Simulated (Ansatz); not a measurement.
**C3H6ClFSi: up Jacob's ladder to CCSD(T)**

How much do the methods differ for C3H6ClFSi? The plan is to run it at one geometry with functionals of several rungs and with coupled cluster, and see how far each lands from CCSD(T) at the basis-set limit for the atomisation energy.

Method: functionals in def2-TZVPP, the program's frozen cores in correlated methods; program: Ansatz 0.2.0, Gaussian basis.

The runs, in order: PBE-D4, r2SCAN-D4, PBE0-D4, B3LYP-D4, ωB97X-V, ωB97M-V, B2PLYP; CCSD(T)/def2-TZVPP; MP2/def2-QZVPP; extrapolation to the limit.

**1. The relaxed structure**

The geometry comes from an earlier relaxation with PBE0-D4 in a triple-zeta def2 set; it is a stationary point, not always the lowest conformer.

SMILES `C=C[Si](C)(F)Cl`, 12 atoms, charge 0, spin multiplicity 1.

Atoms are counted from 1 here; the program's logs count them from 0.

Bond lengths: C1–C2 1.330 Å, C1–H7 1.086 Å, C1–H8 1.086 Å, C2–Si3 1.843 Å, C2–H9 1.089 Å, Si3–C4 1.846 Å, Si3–F5 1.597 Å, Si3–Cl6 2.053 Å, C4–H10 1.093 Å, C4–H11 1.092 Å, C4–H12 1.092 Å. Angles: C2–C1–H7 122.0°, C2–C1–H8 122.2°, H7–C1–H8 115.8°, C1–C2–Si3 122.7°, C1–C2–H9 118.6°, Si3–C2–H9 118.7°, C2–Si3–C4 114.6°, C2–Si3–F5 108.7°, C2–Si3–Cl6 108.7°, C4–Si3–F5 109.0°, C4–Si3–Cl6 109.8°, F5–Si3–Cl6 105.7°, Si3–C4–H10 110.8°, Si3–C4–H11 109.7°, Si3–C4–H12 111.1°, H10–C4–H11 108.3°, H10–C4–H12 108.8°, H11–C4–H12 108.1°.

Coordinates:

```mol
C3H6ClFSi
  3D, bonds by distance, orders not assigned

 12 11  0  0  0  0  0  0  0  0999 V2000
   -1.9124    0.3094    0.0841 C   0  0
   -0.8570    1.1153    0.1629 C   0  0
    0.8763    0.5036    0.0219 Si  0  0
    1.0291   -1.3148   -0.2569 C   0  0
    1.5954    1.2748   -1.1774 F   0  0
    1.9020    1.0337    1.7198 Cl  0  0
   -1.8095   -0.7608   -0.0721 H   0  0
   -2.9300    0.6784    0.1736 H   0  0
   -1.0237    2.1786    0.3257 H   0  0
    0.5290   -1.6081   -1.1833 H   0  0
    2.0835   -1.5876   -0.3359 H   0  0
    0.5941   -1.8775    0.5715 H   0  0
  1  2  8  0
  2  3  8  0
  3  4  8  0
  3  5  8  0
  3  6  8  0
  1  7  8  0
  1  8  8  0
  2  9  8  0
  4 10  8  0
  4 11  8  0
  4 12  8  0
M  END
```

**2. PBE-D4 (GGA)**

Contents of in.yaml:

```yaml
crystal:
  periodic: [false, false, false]
  atoms:
    - {symbol: C, position_ang: [-1.912406, 0.309412, 0.084066]}
    - {symbol: C, position_ang: [-0.856969, 1.115263, 0.162925]}
    - {symbol: Si, position_ang: [0.876348, 0.503561, 0.021923]}
    - {symbol: C, position_ang: [1.029076, -1.314769, -0.256935]}
    - {symbol: F, position_ang: [1.595359, 1.274798, -1.177423]}
    - {symbol: Cl, position_ang: [1.902049, 1.033696, 1.719847]}
    - {symbol: H, position_ang: [-1.809496, -0.760831, -0.072066]}
    - {symbol: H, position_ang: [-2.930019, 0.678427, 0.173588]}
    - {symbol: H, position_ang: [-1.023651, 2.178553, 0.325693]}
    - {symbol: H, position_ang: [0.529045, -1.608093, -1.183270]}
    - {symbol: H, position_ang: [2.083518, -1.587609, -0.335928]}
    - {symbol: H, position_ang: [0.594145, -1.877510, 0.571482]}
basis:
  gaussian: {orbitals: def2-TZVPP}
hamiltonian: {xc: pbe, dispersion: d4}
output: {forces: true, orbitals: {seedname: orbitals}}
```

Launch:

```sh
> ansatz run in.yaml --threads 2 --pin off --events-out ev --progress --plain --max-ram 22528MiB --backend cuda --devices 0, --max-vram 18GiB
```

Further steps of the session: r2SCAN-D4 (meta-GGA); PBE0-D4 (hybrid); B3LYP-D4 (hybrid); ωB97X-V (range-separated); ωB97M-V (range-separated); B2PLYP (double hybrid); CCSD(T) in def2-TZVPP; MP2 in def2-QZVPP.

Q: Predict the results of all the runs planned. Wanted: atomisation energy, CCSD(T)/CBS; farthest; mean size of error, hybrid; mean size of error, range-separated; gap, smallest and largest; T1 diagnostic; triples share of the correlation energy.

As calculated:

```
                               quantity                                           value
        atomisation energy, CCSD(T)/CBS                                       50.311 eV
    functionals within 0.252 eV (0.5 %)  r2SCAN-D4, PBE0-D4, B3LYP-D4, ωB97X-V, ωB97M-V
                               farthest                              PBE-D4 (+0.787 eV)
             mean size of error, hybrid                                        0.134 eV
    mean size of error, range-separated                                        0.070 eV
              gap, smallest and largest            5.33 eV (PBE-D4), 12.13 eV (ωB97X-V)
                          T1 diagnostic                                          0.0107
triples share of the correlation energy                                           3.8 %
```

PBE-D4 misses by +0.787 eV. Double hybrids carry the basis error of their MP2 part in triple zeta, and no dispersion term here, so their miss is partly the set-up's. The reference freezes the cores and leaves out relativity and excitations past (T), so misses under about 0.252 eV can't be ranked. Hartree-Fock recovers 76 % of the binding; the rest is correlation. The gap grows from 5.3 to 12.1 eV across the functionals, mostly with the share of exact exchange.
